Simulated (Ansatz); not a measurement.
# CH₃ClF₂SSi: basis-set convergence

An exercise on one series of results from a longer session: the logs are not shown, and one member is left open.

Program: Ansatz 0.2.0, Gaussian basis. Level of theory: one geometry, several basis sets. These are calculated values, not measurements.

Plan: PBE0-D4/def2-SVP; ωB97M-V/def2-SVP; PBE0-D4/def2-QZVPP; ωB97M-V/def2-QZVPP; the functionals' def2-TZVPP values are taken from earlier runs.

### The geometry

The geometry comes from an earlier relaxation with PBE0-D4 in a triple-zeta def2 set; it is a stationary point, not always the lowest conformer.

SMILES `CS[Si](F)(F)Cl`, 9 atoms, charge 0, spin multiplicity 1.

Atoms are counted from 1 here; the program's logs count them from 0.

Bond lengths: C1–S2 1.823 Å, C1–H7 1.089 Å, C1–H8 1.089 Å, C1–H9 1.089 Å, S2–Si3 2.084 Å, Si3–F4 1.582 Å, Si3–F5 1.582 Å, Si3–Cl6 2.017 Å. Angles: S2–C1–H7 111.0°, S2–C1–H8 105.9°, S2–C1–H9 111.0°, H7–C1–H8 109.2°, H7–C1–H9 110.6°, H8–C1–H9 109.2°, C1–S2–Si3 98.5°, S2–Si3–F4 112.0°, S2–Si3–F5 112.0°, S2–Si3–Cl6 109.5°, F4–Si3–F5 104.5°, F4–Si3–Cl6 109.3°, F5–Si3–Cl6 109.3°.

The first run:

Input file in.yaml:

```yaml
crystal:
  periodic: [false, false, false]
  atoms:
    - {symbol: C, position_ang: [-0.041459, -1.563913, 0.047970]}
    - {symbol: S, position_ang: [-0.561642, -0.296074, -1.154864]}
    - {symbol: Si, position_ang: [0.032225, 1.396895, -0.095244]}
    - {symbol: F, position_ang: [-0.672659, 1.490659, 1.317462]}
    - {symbol: F, position_ang: [1.579138, 1.378299, 0.233627]}
    - {symbol: Cl, position_ang: [-0.402220, 3.048043, -1.168366]}
    - {symbol: H, position_ang: [-0.577556, -1.451502, 0.988654]}
    - {symbol: H, position_ang: [-0.301104, -2.522390, -0.399023]}
    - {symbol: H, position_ang: [1.033877, -1.526316, 0.212783]}
basis:
  gaussian: {orbitals: def2-SVP}
hamiltonian: {xc: pbe0, dispersion: d4}
output: {orbitals: {seedname: orbitals}}
```

Command:

```console
ansatz run in.yaml --threads 4 --pin off --events-out ev --progress --plain --max-ram 10444MiB
```

Among the steps run: PBE0-D4 in def2-SVP; ωB97M-V in def2-SVP; PBE0-D4 in def2-QZVPP; ωB97M-V in def2-QZVPP.

One of the session's tables, all rows but one given; the rest of the session is left out.

| functional | basis | HOMO (eV) | LUMO (eV) |
| --- | --- | --- | --- |
| PBE0-D4 | def2-SVP | -7.72 | 0.24 |
| PBE0-D4 | def2-TZVPP | -7.77 | -0.19 |
| PBE0-D4 | def2-QZVPP | -7.79 | -0.37 |
| ωB97M-V | def2-SVP | ? | ? |
| ωB97M-V | def2-TZVPP | -9.97 | 1.72 |
| ωB97M-V | def2-QZVPP | -10.00 | 1.25 |

Q: Estimate the row for ωB97M-V, def2-SVP from the others.

The run gave: HOMO (eV): -9.89; LUMO (eV): 2.29. In the column «HOMO (eV)» it lies between ωB97M-V, def2-TZVPP (-9.97) and PBE0-D4, def2-QZVPP (-7.79).
